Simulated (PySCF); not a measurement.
# C3H6BGa: core binding energies at several levels of theory

How much do the core binding energies of C3H6BGa (`B[CH2][GaH][C]#C`) depend on the level of theory, and what does each level cost?

Computed with PySCF 2.14.0, with density-fitted response routines of our own, on a single molecule in the gas phase. Atoms are numbered from 0 throughout.

## (1) The starting structure

11 atoms, charge 0, multiplicity 1; geometry from: PBE0-D3(BJ)/def2-SVP.

Bonds of the start (Å): B0–C1 1.52, C1–Ga2 2.00, Ga2–C3 1.92, C3–C4 1.22, B0–H5 1.21, B0–H6 1.21, C1–H7 1.10, C1–H8 1.10, Ga2–H9 1.56, C4–H10 1.08.

## (2) Core-electron binding energies: SCAN, X2C

What the job is given:

```
{"job": {"kind": "xps"}, "charge": 0, "multiplicity": 1}
B     -1.895367     0.587182     0.112509
C     -1.007248     0.155962     1.273727
Ga     0.325600    -1.015339     0.361513
C      1.948101    -0.202599    -0.250228
C      2.980359     0.322250    -0.635855
H     -1.627507     1.569970    -0.544018
H     -2.836663    -0.094798    -0.233147
H     -1.466503    -0.520451     2.011243
H     -0.384835     0.940080     1.730545
H      0.112777    -2.554262     0.215356
H      3.889453     0.786257    -0.977266
```

Level: delta-SCF UKS SCAN, pcX-2 on the ionised atom, pcseg-1 elsewhere, spin-free X2C.

Started as:

```bash
$ OMP_NUM_THREADS=1 python probes_run.py task.json out
```

This one command runs all jobs of the session in turn.

The log of the run:

```text
ground state, core basis on atom 0 (B), 144 functions
  cycle   1  E = -2082.24246134  |g| = 5.84e-01
  cycle   2  E = -2082.13446508  |g| = 8.08e-01
  cycle   3  E = -2082.33950397  |g| = 6.76e-02
  cycle   4  E = -2082.34034273  |g| = 5.42e-02
  cycle   5  E = -2082.34098337  |g| = 2.71e-02
  cycle   6  E = -2082.34119553  |g| = 5.56e-03
  cycle   7  E = -2082.34120520  |g| = 1.73e-03
  cycle   8  E = -2082.34120367  |g| = 3.00e-04
  E(ground) = -2082.60419591 Eh
hole in B 1s of atom 0
  cycle   1  E = -2074.73875008  |g| = 1.15e+00
  cycle   2  E = -2072.64912955  |g| = 1.90e+00
  cycle   3  E = -2074.89271920  |g| = 5.88e-01
  cycle   4  E = -2075.12331784  |g| = 2.50e-01
  cycle   5  E = -2075.11010438  |g| = 2.96e-01
  cycle   6  E = -2075.16140435  |g| = 6.13e-02
  cycle   7  E = -2075.16341935  |g| = 2.91e-02
  cycle   8  E = -2075.16424334  |g| = 1.82e-02
  cycle   9  E = -2075.16472327  |g| = 1.29e-02
  cycle  10  E = -2075.16504911  |g| = 1.15e-02
  cycle  11  E = -2075.16523459  |g| = 4.29e-03
  cycle  12  E = -2075.16524542  |g| = 1.88e-03
  cycle  13  E = -2075.16525385  |g| = 1.56e-03
  cycle  14  E = -2075.16525820  |g| = 6.36e-04
  cycle  15  E = -2075.16525778  |g| = 2.55e-04
  E(ion) = -2075.42838944 Eh   <S^2> = 1.0291   hole on atom = 1.000   binding energy = 195.264 eV
ground state, core basis on atom 1 (C), 144 functions
  cycle   1  E = -2082.35008663  |g| = 5.67e-02
  cycle   2  E = -2082.35003594  |g| = 1.84e-02
  cycle   3  E = -2082.34994627  |g| = 2.56e-02
  cycle   4  E = -2082.35011726  |g| = 9.59e-03
  cycle   5  E = -2082.35014183  |g| = 9.07e-04
  cycle   6  E = -2082.35014089  |g| = 2.19e-04
  E(ground) = -2082.61192489 Eh
hole in C 1s of atom 1
  cycle   1  E = -2071.11247449  |g| = 1.51e+00
  cycle   2  E = -2070.05590258  |g| = 1.96e+00
  cycle   3  E = -2071.56041217  |g| = 4.79e-01
  cycle   4  E = -2071.52861278  |g| = 4.95e-01
  cycle   5  E = -2071.68060745  |g| = 1.73e-01
  cycle   6  E = -2071.69582025  |g| = 5.66e-02
  cycle   7  E = -2071.69770182  |g| = 8.35e-03
  cycle   8  E = -2071.69775274  |g| = 2.25e-03
  cycle   9  E = -2071.69775853  |g| = 1.06e-03
  cycle  10  E = -2071.69775826  |g| = 3.90e-04
  E(ion) = -2071.95820102 Eh   <S^2> = 0.7687   hole on atom = 1.000   binding energy = 289.903 eV
ground state, core basis on atom 3 (C), 144 functions
  cycle   1  E = -2082.35427333  |g| = 5.78e-02
  cycle   2  E = -2082.35402104  |g| = 3.68e-02
  cycle   3  E = -2082.35346785  |g| = 5.78e-02
  cycle   4  E = -2082.35434149  |g| = 9.09e-03
  cycle   5  E = -2082.35436740  |g| = 1.03e-03
  cycle   6  E = -2082.35436666  |g| = 2.24e-04
  E(ground) = -2082.61623805 Eh
hole in C 1s of atom 3
  cycle   1  E = -2071.10843639  |g| = 1.51e+00
  cycle   2  E = -2066.04183627  |g| = 2.74e+00
  cycle   3  E = -2068.82025007  |g| = 1.58e+00
  cycle   4  E = -2071.64722282  |g| = 2.92e-01
  cycle   5  E = -2071.58696677  |g| = 4.59e-01
  cycle   6  E = -2071.68678615  |g| = 8.38e-02
  cycle   7  E = -2071.69090405  |g| = 2.60e-02
  cycle   8  E = -2071.69155639  |g| = 1.45e-02
  cycle   9  E = -2071.69191297  |g| = 9.36e-03
  cycle  10  E = -2071.69212241  |g| = 6.06e-03
  cycle  11  E = -2071.69222582  |g| = 2.47e-03
  cycle  12  E = -2071.69223347  |g| = 8.26e-04
  cycle  13  E = -2071.69223599  |g| = 4.06e-04
  E(ion) = -2071.95307819 Eh   <S^2> = 0.8696   hole on atom = 1.000   binding energy = 290.159 eV
ground state, core basis on atom 4 (C), 144 functions
  cycle   1  E = -2082.35269855  |g| = 6.25e-02
  cycle   2  E = -2082.35094288  |g| = 8.56e-02
  cycle   3  E = -2082.35217939  |g| = 5.22e-02
  cycle   4  E = -2082.35292705  |g| = 1.88e-03
  cycle   5  E = -2082.35292757  |g| = 8.27e-04
  cycle   6  E = -2082.35292914  |g| = 9.57e-05
  E(ground) = -2082.61532554 Eh
hole in C 1s of atom 4
  cycle   1  E = -2071.09527541  |g| = 1.50e+00
  cycle   2  E = -2066.67190697  |g| = 2.58e+00
  cycle   3  E = -2068.80952476  |g| = 1.54e+00
  cycle   4  E = -2071.63909250  |g| = 2.73e-01
  cycle   5  E = -2071.60864105  |g| = 3.76e-01
  cycle   6  E = -2071.67301513  |g| = 1.03e-01
  cycle   7  E = -2071.67880617  |g| = 2.28e-02
  cycle   8  E = -2071.67944132  |g| = 1.17e-02
  cycle   9  E = -2071.67971172  |g| = 7.43e-03
  cycle  10  E = -2071.67989492  |g| = 4.46e-03
  cycle  11  E = -2071.67994187  |g| = 2.17e-03
  cycle  12  E = -2071.67994813  |g| = 1.22e-03
  cycle  13  E = -2071.67994803  |g| = 6.24e-04
  cycle  14  E = -2071.67994817  |g| = 1.27e-04
  E(ion) = -2071.94112691 Eh   <S^2> = 0.8611   hole on atom = 1.000   binding energy = 290.460 eV
```

Wall time 27 s (1 thread of Intel Xeon Platinum 8259CL at 2.50GHz, shared host); peak memory 0.47 GiB.

Binding energies by hole, beside the orbital energy of the ground state; the difference holds orbital relaxation and, for a density functional, its self-interaction error:

```
     hole  stands for                 environment          ΔSCF (eV)  −ε (eV)   ⟨S²⟩
B1s on B0          B0      boron bonded to C, 2 H  195.26 (doubtful)    179.9  1.029
C1s on C1          C1  sp3 CH2 bonded to B and Ga             289.90    273.4  0.769
C1s on C3          C3               alkyne carbon  290.16 (doubtful)    273.6  0.870
C1s on C4          C4      terminal alkyne carbon  290.46 (doubtful)    274.0  0.861
```

Doubtful: the ion did not converge, its hole moved, or its ⟨S²⟩ is well above 0.75.

## (3) Core-electron binding energies: B3LYP, X2C

Same as in step 2 but for these lines:

```diff
@@ -1,2 +1,2 @@
-{"job": {"kind": "xps"}, "charge": 0, "multiplicity": 1}
+{"job": {"kind": "xps", "xc": "B3LYP"}, "charge": 0, "multiplicity": 1}
 B     -1.895367     0.587182     0.112509
```

Method: delta-SCF UKS B3LYP, pcX-2 on the ionised atom, pcseg-1 elsewhere, spin-free X2C.

The log of the run:

```text
ground state, core basis on atom 0 (B), 144 functions
  cycle   1  E = -2082.49453916  |g| = 5.03e-01
  cycle   2  E = -2082.45409830  |g| = 6.18e-01
  cycle   3  E = -2082.56619848  |g| = 7.39e-02
  cycle   4  E = -2082.56668003  |g| = 6.26e-02
  cycle   5  E = -2082.56770339  |g| = 1.35e-02
  cycle   6  E = -2082.56775153  |g| = 3.67e-03
  cycle   7  E = -2082.56775408  |g| = 4.54e-04
  E(ground) = -2082.57089386 Eh
hole in B 1s of atom 0
  cycle   1  E = -2074.95144328  |g| = 1.16e+00
  cycle   2  E = -2073.01704028  |g| = 1.84e+00
  cycle   3  E = -2075.14428322  |g| = 5.53e-01
  cycle   4  E = -2075.35680655  |g| = 1.79e-01
  cycle   5  E = -2075.35687577  |g| = 1.89e-01
  cycle   6  E = -2075.37555583  |g| = 5.51e-02
  cycle   7  E = -2075.37714069  |g| = 1.71e-02
  cycle   8  E = -2075.37736346  |g| = 8.45e-03
  cycle   9  E = -2075.37746351  |g| = 4.00e-03
  cycle  10  E = -2075.37752820  |g| = 2.12e-03
  cycle  11  E = -2075.37756185  |g| = 1.28e-03
  cycle  12  E = -2075.37756849  |g| = 4.57e-04
  E(ion) = -2075.38073816 Eh   <S^2> = 0.8192   hole on atom = 1.000   binding energy = 195.654 eV
ground state, core basis on atom 1 (C), 144 functions
  cycle   1  E = -2082.57449398  |g| = 4.20e-02
  cycle   2  E = -2082.57445860  |g| = 1.83e-02
  cycle   3  E = -2082.57446877  |g| = 1.74e-02
  cycle   4  E = -2082.57454575  |g| = 3.30e-03
  cycle   5  E = -2082.57454743  |g| = 7.45e-04
  cycle   6  E = -2082.57454789  |g| = 8.80e-05
  E(ground) = -2082.57773435 Eh
hole in C 1s of atom 1
  cycle   1  E = -2071.34255297  |g| = 1.52e+00
  cycle   2  E = -2070.69893542  |g| = 1.80e+00
  cycle   3  E = -2071.87067809  |g| = 3.13e-01
  cycle   4  E = -2071.87654003  |g| = 2.67e-01
  cycle   5  E = -2071.91673376  |g| = 7.31e-02
  cycle   6  E = -2071.91927023  |g| = 2.10e-02
  cycle   7  E = -2071.91954256  |g| = 2.14e-03
  cycle   8  E = -2071.91954517  |g| = 7.50e-04
  cycle   9  E = -2071.91954828  |g| = 3.36e-04
  E(ion) = -2071.92272342 Eh   <S^2> = 0.7605   hole on atom = 1.000   binding energy = 289.938 eV
ground state, core basis on atom 3 (C), 144 functions
  cycle   1  E = -2082.57821405  |g| = 4.59e-02
  cycle   2  E = -2082.57777932  |g| = 4.72e-02
  cycle   3  E = -2082.57807460  |g| = 3.30e-02
  cycle   4  E = -2082.57833998  |g| = 7.11e-03
  cycle   5  E = -2082.57835568  |g| = 6.13e-04
  cycle   6  E = -2082.57835657  |g| = 1.35e-04
  E(ground) = -2082.58140608 Eh
hole in C 1s of atom 3
  cycle   1  E = -2071.33823647  |g| = 1.51e+00
  cycle   2  E = -2068.57859496  |g| = 2.31e+00
  cycle   3  E = -2071.64510786  |g| = 5.70e-01
  cycle   4  E = -2071.81394729  |g| = 4.55e-01
  cycle   5  E = -2071.89085335  |g| = 2.01e-01
  cycle   6  E = -2071.90879960  |g| = 4.71e-02
  cycle   7  E = -2071.91008546  |g| = 1.18e-02
  cycle   8  E = -2071.91021391  |g| = 6.08e-03
  cycle   9  E = -2071.91026488  |g| = 3.06e-03
  cycle  10  E = -2071.91030173  |g| = 1.31e-03
  cycle  11  E = -2071.91030921  |g| = 4.82e-04
  E(ion) = -2071.91339008 Eh   <S^2> = 0.7880   hole on atom = 1.000   binding energy = 290.292 eV
ground state, core basis on atom 4 (C), 144 functions
  cycle   1  E = -2082.57722009  |g| = 4.92e-02
  cycle   2  E = -2082.57630774  |g| = 6.56e-02
  cycle   3  E = -2082.57717701  |g| = 2.96e-02
  cycle   4  E = -2082.57740595  |g| = 1.92e-03
  cycle   5  E = -2082.57740380  |g| = 2.55e-04
  E(ground) = -2082.58056894 Eh
hole in C 1s of atom 4
  cycle   1  E = -2071.32356876  |g| = 1.51e+00
  cycle   2  E = -2067.60633236  |g| = 2.55e+00
  cycle   3  E = -2071.49685666  |g| = 7.36e-01
  cycle   4  E = -2071.68902818  |g| = 6.67e-01
  cycle   5  E = -2071.87593966  |g| = 2.13e-01
  cycle   6  E = -2071.89529334  |g| = 5.44e-02
  cycle   7  E = -2071.89690201  |g| = 1.85e-02
  cycle   8  E = -2071.89716240  |g| = 6.50e-03
  cycle   9  E = -2071.89721029  |g| = 2.99e-03
  cycle  10  E = -2071.89723310  |g| = 1.61e-03
  cycle  11  E = -2071.89724579  |g| = 7.35e-04
  cycle  12  E = -2071.89724594  |g| = 1.46e-04
  E(ion) = -2071.90037687 Eh   <S^2> = 0.7862   hole on atom = 1.000   binding energy = 290.623 eV
```

Run time: 35 s. Hardware: 1 thread of Intel Xeon Platinum 8259CL at 2.50GHz, shared host; peak memory 0.56 GiB.

Binding energies by hole, beside the orbital energy of the ground state; the difference holds orbital relaxation and, for a density functional, its self-interaction error:

```
     hole  stands for                 environment  ΔSCF (eV)  −ε (eV)   ⟨S²⟩
B1s on B0          B0      boron bonded to C, 2 H     195.65    183.5  0.819
C1s on C1          C1  sp3 CH2 bonded to B and Ga     289.94    276.7  0.760
C1s on C3          C3               alkyne carbon     290.29    276.9  0.788
C1s on C4          C4      terminal alkyne carbon     290.62    277.3  0.786
```

## (4) Core holes by ΔSCF: PBE0, X2C

Same as in step 3 but for these lines:

```diff
@@ -1,2 +1,2 @@
-{"job": {"kind": "xps", "xc": "B3LYP"}, "charge": 0, "multiplicity": 1}
+{"job": {"kind": "xps", "xc": "PBE0"}, "charge": 0, "multiplicity": 1}
 B     -1.895367     0.587182     0.112509
```

Method: delta-SCF UKS PBE0, pcX-2 on the ionised atom, pcseg-1 elsewhere, spin-free X2C.

The log of the run:

```text
ground state, core basis on atom 0 (B), 144 functions
  cycle   1  E = -2081.99526026  |g| = 4.52e-01
  cycle   2  E = -2081.98099213  |g| = 5.00e-01
  cycle   3  E = -2082.05283620  |g| = 7.44e-02
  cycle   4  E = -2082.05355159  |g| = 5.44e-02
  cycle   5  E = -2082.05432516  |g| = 1.03e-02
  cycle   6  E = -2082.05435561  |g| = 2.65e-03
  cycle   7  E = -2082.05435846  |g| = 3.20e-04
  E(ground) = -2082.05737664 Eh
hole in B 1s of atom 0
  cycle   1  E = -2074.46318367  |g| = 1.16e+00
  cycle   2  E = -2072.67786136  |g| = 1.75e+00
  cycle   3  E = -2074.65795225  |g| = 5.47e-01
  cycle   4  E = -2074.87027103  |g| = 1.56e-01
  cycle   5  E = -2074.87240420  |g| = 1.63e-01
  cycle   6  E = -2074.88618505  |g| = 4.92e-02
  cycle   7  E = -2074.88751218  |g| = 1.68e-02
  cycle   8  E = -2074.88778854  |g| = 1.01e-02
  cycle   9  E = -2074.88798311  |g| = 5.38e-03
  cycle  10  E = -2074.88815391  |g| = 2.78e-03
  cycle  11  E = -2074.88820997  |g| = 1.33e-03
  cycle  12  E = -2074.88821496  |g| = 4.98e-04
  E(ion) = -2074.89125551 Eh   <S^2> = 0.8672   hole on atom = 1.000   binding energy = 195.000 eV
ground state, core basis on atom 1 (C), 144 functions
  cycle   1  E = -2082.06199340  |g| = 5.77e-02
  cycle   2  E = -2082.06197750  |g| = 1.43e-02
  cycle   3  E = -2082.06195613  |g| = 1.71e-02
  cycle   4  E = -2082.06203001  |g| = 3.08e-03
  cycle   5  E = -2082.06203239  |g| = 4.68e-04
  E(ground) = -2082.06510758 Eh
hole in C 1s of atom 1
  cycle   1  E = -2070.84840122  |g| = 1.52e+00
  cycle   2  E = -2070.38304036  |g| = 1.67e+00
  cycle   3  E = -2071.38682026  |g| = 2.82e-01
  cycle   4  E = -2071.40203879  |g| = 1.99e-01
  cycle   5  E = -2071.42320086  |g| = 5.75e-02
  cycle   6  E = -2071.42479608  |g| = 1.44e-02
  cycle   7  E = -2071.42492491  |g| = 2.08e-03
  cycle   8  E = -2071.42493109  |g| = 8.04e-04
  cycle   9  E = -2071.42493203  |g| = 3.37e-04
  E(ion) = -2071.42798419 Eh   <S^2> = 0.7638   hole on atom = 1.000   binding energy = 289.451 eV
ground state, core basis on atom 3 (C), 144 functions
  cycle   1  E = -2082.06596189  |g| = 6.10e-02
  cycle   2  E = -2082.06569771  |g| = 3.95e-02
  cycle   3  E = -2082.06564749  |g| = 4.22e-02
  cycle   4  E = -2082.06608671  |g| = 8.25e-03
  cycle   5  E = -2082.06610642  |g| = 4.47e-04
  E(ground) = -2082.06906099 Eh
hole in C 1s of atom 3
  cycle   1  E = -2070.84406002  |g| = 1.51e+00
  cycle   2  E = -2069.86604333  |g| = 1.92e+00
  cycle   3  E = -2071.29069151  |g| = 5.37e-01
  cycle   4  E = -2071.37996773  |g| = 2.61e-01
  cycle   5  E = -2071.41335348  |g| = 7.40e-02
  cycle   6  E = -2071.41617837  |g| = 2.07e-02
  cycle   7  E = -2071.41655324  |g| = 1.08e-02
  cycle   8  E = -2071.41680899  |g| = 6.52e-03
  cycle   9  E = -2071.41696969  |g| = 3.62e-03
  cycle  10  E = -2071.41702303  |g| = 1.30e-03
  cycle  11  E = -2071.41702638  |g| = 3.34e-04
  E(ion) = -2071.42002235 Eh   <S^2> = 0.8103   hole on atom = 1.000   binding energy = 289.775 eV
ground state, core basis on atom 4 (C), 144 functions
  cycle   1  E = -2082.06427383  |g| = 6.40e-02
  cycle   2  E = -2082.06347461  |g| = 6.25e-02
  cycle   3  E = -2082.06398300  |g| = 4.37e-02
  cycle   4  E = -2082.06447533  |g| = 1.90e-03
  cycle   5  E = -2082.06447832  |g| = 2.78e-04
  E(ground) = -2082.06753380 Eh
hole in C 1s of atom 4
  cycle   1  E = -2070.83057715  |g| = 1.51e+00
  cycle   2  E = -2067.66678355  |g| = 2.39e+00
  cycle   3  E = -2071.08531034  |g| = 6.48e-01
  cycle   4  E = -2071.25717042  |g| = 5.59e-01
  cycle   5  E = -2071.38814356  |g| = 1.87e-01
  cycle   6  E = -2071.40307638  |g| = 4.06e-02
  cycle   7  E = -2071.40403979  |g| = 1.55e-02
  cycle   8  E = -2071.40426256  |g| = 6.60e-03
  cycle   9  E = -2071.40433933  |g| = 3.87e-03
  cycle  10  E = -2071.40439681  |g| = 1.93e-03
  cycle  11  E = -2071.40441543  |g| = 7.02e-04
  cycle  12  E = -2071.40441590  |g| = 1.49e-04
  E(ion) = -2071.40745029 Eh   <S^2> = 0.8058   hole on atom = 1.000   binding energy = 290.076 eV
```

Wall time 34 s (1 thread of Intel Xeon Platinum 8259CL at 2.50GHz, shared host); peak memory 0.55 GiB.

Binding energies by hole, beside the orbital energy of the ground state; the difference holds orbital relaxation and, for a density functional, its self-interaction error:

```
     hole  stands for                 environment          ΔSCF (eV)  −ε (eV)   ⟨S²⟩
B1s on B0          B0      boron bonded to C, 2 H  195.00 (doubtful)    184.5  0.867
C1s on C1          C1  sp3 CH2 bonded to B and Ga             289.45    278.2  0.764
C1s on C3          C3               alkyne carbon             289.78    278.4  0.810
C1s on C4          C4      terminal alkyne carbon             290.08    278.7  0.806
```

Doubtful: the ion did not converge, its hole moved, or its ⟨S²⟩ is well above 0.75.

(Part 1 of 3 ends here.)
